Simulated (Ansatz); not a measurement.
CH₄BF, SMILES CBF: the interaction energy of a dimer with the counterpoise correction, run with Ansatz's Python interface.

`ch4bf.py`
```python
# -*- coding: utf-8 -*-
'''Binding of a CH4BF dimer at a trial geometry.'''

import ansatz as az

FIRST = [
    ('C', (-0.5543, 0.3291, -0.1335)),
    ('B', (0.6999, -0.4335, 0.2552)),
    ('F', (1.3697, -1.2129, -0.7495)),
    ('H', (-1.2979, -0.3217, -0.5232)),
    ('H', (-0.354, 1.0996, -0.9587)),
    ('H', (-0.9974, 0.928, 0.7399)),
    ('H', (1.1343, -0.3886, 1.3696)),
]
SECOND = [
    ('C', (-1.1108, 3.0163, -1.8547)),
    ('B', (-2.2859, 3.778, -2.4417)),
    ('F', (-2.1592, 4.324, -3.7651)),
    ('H', (-0.2354, 3.6174, -1.8258)),
    ('H', (-0.8343, 2.0969, -2.4817)),
    ('H', (-1.3259, 2.6123, -0.802)),
    ('H', (-3.3031, 3.9212, -1.8274)),
]

def energy(atoms, ghosts=()):
    molecule = az.Crystal.molecule()
    for symbol, xyz in atoms:
        molecule = molecule.atom(symbol, xyz)
    calc = (
        molecule.calculation()
        .basis(gaussian='def2-SVP')
        .functional('b3lyp')
    )
    deck = calc.input()
    if ghosts:
        deck = deck.set(az.key.basis.gaussian.ghost_atoms, [{'symbol': s, 'position_ang': list(xyz)} for s, xyz in ghosts])
    return az.Session.from_dict(deck).plan().execute().report['free_energy_ev']

# ghost atoms carry the functions of the partner
both = energy(FIRST + SECOND)
alone = energy(FIRST) + energy(SECOND)
ghosted = energy(FIRST, SECOND) + energy(SECOND, FIRST)
print(f'dimer {both:.6f} eV')
print(f'interaction, uncorrected   {23.060548 * (both - alone):8.3f} kcal/mol')
print(f'interaction, counterpoise  {23.060548 * (both - ghosted):8.3f} kcal/mol')
print(f'basis-set superposition    {23.060548 * (alone - ghosted):8.3f} kcal/mol')
```

How large is the interaction at this pose, and how much of it is basis-set superposition?

Uncorrected it is 6.093 kcal/mol, with the counterpoise correction 6.775 kcal/mol; the difference, 0.68 kcal/mol, is the superposition error. In this basis both values are repulsive.

What the script printed:

`python ch4bf.py` gives:
```text
dimer -8986.470403 eV
interaction, uncorrected      6.093 kcal/mol
interaction, counterpoise     6.775 kcal/mol
basis-set superposition       0.682 kcal/mol
```

Notes:
- Total energies depend on the basis set; only differences at equal settings carry meaning.
- The dimer is a generated trial pose of unrelaxed monomers, not a minimum, so the figure is no binding energy, and the basis set is small.
- b3lyp holds the VWN-RPA fit, as in Gaussian; the form of ORCA and Turbomole is b3lyp5.
- This level lacks the dispersion part of the attraction (electrostatics and induction are there), which can decide the sign where the interaction is weak.
- Finished in 12 s on 1 thread of Intel(R) Xeon(R) Platinum 8375C CPU @ 2.90GHz (Ice Lake) (shared host), peak memory 0.28 GiB.

(A comment or docstring line of the script was reworded after the run, the code is as it ran; lines on the test bed's own set-up are left out of the output.)
